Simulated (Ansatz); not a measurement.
**B12Ru: a trial structure relaxed**

Where does this trial cell of B12Ru go when cell and atoms are let free?

Program: Ansatz 0.2.0. Level of theory: DFT PBE, scalar-relativistic, plane waves, PAW. These are calculated values, not measurements.

## (1) Starting point

Symmetry: Pm-3m, No. 221, cubic system. The conventional cell has a = 4.584 Å, b = 4.584 Å, c = 4.584 Å, α = 90.00°, β = 90.00°, γ = 90.00°. B (site symmetry mm2) has 2 B at 1.31 Å as nearest neighbours. Around Ru (site symmetry m-3m) lie 24 B at 2.47 Å.

As a file:

```xyz
13
Lattice="4.5842 0.0000 0.0000 0.0000 4.5842 0.0000 0.0000 0.0000 4.5842" Properties=species:S:1:pos:R:3 pbc="T T T"
B     2.2921    3.9314    3.9314
B     2.2921    0.6527    3.9314
B     2.2921    3.9314    0.6527
B     2.2921    0.6527    0.6527
B     3.9314    2.2921    3.9314
B     3.9314    2.2921    0.6527
B     0.6527    2.2921    3.9314
B     0.6527    2.2921    0.6527
B     3.9314    3.9314    2.2921
B     0.6527    3.9314    2.2921
B     3.9314    0.6527    2.2921
B     0.6527    0.6527    2.2921
Ru    0.0000    0.0000    0.0000
```

A structure generator made this guess: random cell by space group and Wyckoff sites (Pm-3m, No. 221). The dimensions are guesses.

## (2) Probe: one point on a coarse mesh

File input.yaml:

```yaml
crystal:
  lattice:
    - [4.58416972, 0.0, 0.0]
    - [0.0, 4.58416972, 0.0]
    - [0.0, 0.0, 4.58416972]
  atoms:
    - { symbol: B, position: [0.5, 0.85761264, 0.85761264] }
    - { symbol: B, position: [0.5, 0.14238736, 0.85761264] }
    - { symbol: B, position: [0.5, 0.85761264, 0.14238736] }
    - { symbol: B, position: [0.5, 0.14238736, 0.14238736] }
    - { symbol: B, position: [0.85761264, 0.5, 0.85761264] }
    - { symbol: B, position: [0.85761264, 0.5, 0.14238736] }
    - { symbol: B, position: [0.14238736, 0.5, 0.85761264] }
    - { symbol: B, position: [0.14238736, 0.5, 0.14238736] }
    - { symbol: B, position: [0.85761264, 0.85761264, 0.5] }
    - { symbol: B, position: [0.14238736, 0.85761264, 0.5] }
    - { symbol: B, position: [0.85761264, 0.14238736, 0.5] }
    - { symbol: B, position: [0.14238736, 0.14238736, 0.5] }
    - { symbol: Ru, position: [0.0, 0.0, 0.0] }
basis:
  ecutwfc: 420
kpoints:
  mp_grid: { grid: [4, 4, 4] }
hamiltonian:
  xc: pbe
scf:
  occupations: { method: gaussian, width: 0.1 }
  lower_state_search: "off"
output:
  forces: true
  stress: true
  eigenvalues: true
```

Launch:

```bash
$ ansatz run input.yaml --threads 1 --pin off --max-ram 2048MiB --backend cpu --events-out ev --progress --plain --runs-dir out
```

Log (excerpt; [...] marks lines left out):

```text
Warning: RAYON_NUM_THREADS=1 ignored (pool sized by the plan → 1); use --threads N
[...]
Pseudopotentials: kind: paw
Pseudopotential: B, paw, valence charge 3, recommended cutoff 420 eV (normal), B.paw.azcp
Pseudopotential: Ru, paw, valence charge 16, recommended cutoff 420 eV (normal), Ru.paw.azcp
Functional definition: PBE
[...]
Crystal: 13 atoms, lattice volume = 96.335 Å³
Basis set: ecut = 420 eV, 1863 PW (Γ), exchange–correlation on 64×64×64 points (8 copies of the dense FFT grid, shifted against one another)
Bands: 39, of which v1, the nominal top of the filled ones, is band 26 counted from 1 (25 counted from 0)
Symmetry: 48 space group operations
Space group: Pm-3m (ITA 221), of the structure as read, at distance tolerance 4.6e-5 Å
[...]
Entropy (-TS):   -0.038134 eV (-2.933 meV/atom)
Fermi energy:    11.521796 eV
[...]
--- Forces (eV/Å), atoms counted from 1 ---
  atom   1  B      0.00000000   -13.74664968   -13.74664968
  atom   2  B     -0.00000000    13.74664968   -13.74664968
  atom   3  B      0.00000000   -13.74664968    13.74664968
  atom   4  B     -0.00000000    13.74664968    13.74664968
  atom   5  B    -13.74664968    -0.00000000   -13.74664968
  atom   6  B    -13.74664968    -0.00000000    13.74664968
  atom   7  B     13.74664968     0.00000000   -13.74664968
  atom   8  B     13.74664968     0.00000000    13.74664968
[...]
--- Stress (GPa, compression-positive) ---
      127.951251      -0.000000       0.000000
       -0.000000     127.951251       0.000000
        0.000000       0.000000     127.951251
  P = ⅓ Tr σ = 127.9513 GPa (1279.513 kbar)
--- Band table (eV; the first three rows and the last of 10) ---
[...]
```

Run time: 2.2 s. Hardware: 1 thread of Intel Xeon Platinum 8375C at 2.90GHz (Ice Lake), shared host; peak memory 0.41 GiB.

From the probe: pressure 128.0 GPa, largest force 19.44 eV/Å, gap on this mesh none (metal). A cheap, loose relaxation comes first.

(Part 1 of 3 ends here.)
